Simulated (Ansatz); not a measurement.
**ScSi2 under changes of volume**

One of the cells (14.965 Å³/atom); the others are scaled copies at fixed shape and fractional positions:

```
Sc Si
1.0
     3.66000    0.00000    0.00000
    -1.83000    3.16965    0.00000
     0.00000    0.00000    3.87000
Sc Si
1 2
Direct
  0.00000 0.00000 0.00000
  0.66667 0.33333 0.50000
  0.33333 0.66667 0.50000
```

```yaml
Program: Ansatz 0.2.0
Functional: PBE
Potentials_or_basis: Ansatz PAW
Cutoff: "420 eV (not typed: the program's choice for these potentials)"
k_mesh: 8 × 8 × 7
Occupations: fermi-dirac, width 0.05 eV
Spin: no spin polarisation
```

```csv
volume (Å³/atom),energy over the lowest point (meV/atom),pressure (GPa)
14.067,288.06,38.7
14.367,220.34,33.8
14.666,161.47,29.3
14.965,110.65,25.1
15.265,?,?
15.564,30.52,17.9
15.863,0.00,14.8
```

Question: What does the run at 15.265 Å³/atom give?

Answer: Energy over the lowest point 67.21 meV/atom; pressure 21.4 GPa.

Worked out: A Birch-Murnaghan fit of order 3 (a polynomial in V^(-2/3)) to the other rows has no minimum within the range. It gives 67.13 meV/atom at 15.265 Å³/atom, against the run's 67.21, and -dE/dV = 21.4 GPa, against 21.4.

Energies are extrapolated to zero smearing.
